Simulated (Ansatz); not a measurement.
Geometry optimisation, Ansatz 0.2.0, DFT LDA, scalar-relativistic, plane waves, PAW.

input.yaml

```yaml
crystal:
  lattice:
    - [5.048742, 0.0, 0.0]
    - [0.0, 5.048742, 0.0]
    - [0.0, 0.0, 16.835561]
  atoms:
    - { symbol: H, position: [0.4277868, 0.0, 0.0593981] }
    - { symbol: H, position: [0.0722132, 0.0, 0.0593981] }
    - { symbol: H, position: [0.9277868, 0.0, 0.0593981] }
    - { symbol: H, position: [0.5722132, 0.0, 0.0593981] }
    - { symbol: H, position: [0.4277868, 0.5, 0.0593981] }
    - { symbol: H, position: [0.0722132, 0.5, 0.0593981] }
    - { symbol: H, position: [0.9277868, 0.5, 0.0593981] }
    - { symbol: H, position: [0.5722132, 0.5, 0.0593981] }
    - { symbol: C, position: [0.25, 0.0, 0.097098] }
    - { symbol: C, position: [0.75, 0.0, 0.097098] }
    - { symbol: C, position: [0.25, 0.5, 0.097098] }
    - { symbol: C, position: [0.75, 0.5, 0.097098] }
    - { symbol: C, position: [0.25, 0.25, 0.1501108] }
    - { symbol: C, position: [0.75, 0.25, 0.1501108] }
    - { symbol: C, position: [0.25, 0.75, 0.1501108] }
    - { symbol: C, position: [0.75, 0.75, 0.1501108] }
    - { symbol: C, position: [0.0, 0.25, 0.2031236] }
    - { symbol: C, position: [0.5, 0.25, 0.2031236] }
    - { symbol: C, position: [0.0, 0.75, 0.2031236] }
    - { symbol: C, position: [0.5, 0.75, 0.2031236] }
    - { symbol: C, position: [0.0, 0.0, 0.2561364] }
    - { symbol: C, position: [0.5, 0.0, 0.2561364] }
    - { symbol: C, position: [0.0, 0.5, 0.2561364] }
    - { symbol: C, position: [0.5, 0.5, 0.2561364] }
    - { symbol: C, position: [0.25, 0.0969069, 0.3067733] }
    - { symbol: C, position: [0.75, 0.0969069, 0.3067733] }
    - { symbol: C, position: [0.25, 0.4030931, 0.28539] }
    - { symbol: C, position: [0.75, 0.4030931, 0.28539] }
    - { symbol: H, position: [0.25, 0.4791182, 0.3466211] }
    - { symbol: H, position: [0.75, 0.4791182, 0.3466211] }
basis:
  ecutwfc: 420.0
kpoints:
  mp_grid: { grid: [2, 2, 1] }
hamiltonian:
  xc: lda
  pseudopotentials: { kind: paw, azcp: { folder: soft_1 } }
scf:
  occupations: { method: fermi_dirac, width: 0.02 }
  lower_state_search: "off"
relax:
  f_tol: 0.08
  max_steps: 25
  adjacent_minimum: "off"
  constraints: [{ sites: [0, 1, 2, 3, 4, 5, 6, 7, 8, 9, 10, 11, 12, 13, 14, 15] }]
```

Run as:

```bash
$ ansatz run input.yaml --threads 1 --pin off --max-ram 3072MiB --backend cpu --events-out ev --progress --plain --runs-dir out
```

**Question.** Where does it end, and by what steps?

**Answer.** The forces met the threshold. Limits of this set-up: coarse k mesh, thin slab, slab without dipole correction, PAW files made for another functional. After 5 steps the energy has fallen by 5.480 eV; C27 moved furthest, 0.29 Å. The start is strongly strained (largest force component 10 eV/Å).

```
step  energy less start (eV)  largest force component (eV/Å)  accepted
   0                  0.0000                          10.115       yes
   1                 -4.7155                           3.748       yes
   2                 -5.3171                           2.273       yes
   3                 -5.4734                           0.224       yes
   4                 -5.4793                           0.081       yes
   5                 -5.4799                           0.031       yes
```

```xyz
30
Lattice="5.0487 0.0000 0.0000 0.0000 5.0487 0.0000 0.0000 0.0000 16.8356" Properties=species:S:1:pos:R:3
H 2.160 0.000 1.000
H 0.365 0.000 1.000
H 4.684 0.000 1.000
H 2.889 0.000 1.000
H 2.160 2.524 1.000
H 0.365 2.524 1.000
H 4.684 2.524 1.000
H 2.889 2.524 1.000
C 1.262 0.000 1.635
C 3.787 0.000 1.635
C 1.262 2.524 1.635
C 3.787 2.524 1.635
C 1.262 1.262 2.527
C 3.787 1.262 2.527
C 1.262 3.787 2.527
C 3.787 3.787 2.527
C 0.000 1.283 3.330
C 2.524 1.283 3.330
C 0.000 3.780 3.479
C 2.524 3.780 3.479
C 0.000 0.049 4.333
C 2.524 0.049 4.333
C 0.000 2.441 4.302
C 2.524 2.441 4.302
C 1.262 0.480 4.998
C 3.787 0.480 4.998
C 1.262 2.060 5.098
C 3.787 2.060 5.098
H 1.262 2.472 6.121
H 3.787 2.472 6.121
```

Whether the end is a true minimum wasn't checked by a vibrational analysis.

The run took 45 s on 1 thread of Arm Neoverse V2 (shared host), peak memory 0.53 GiB.
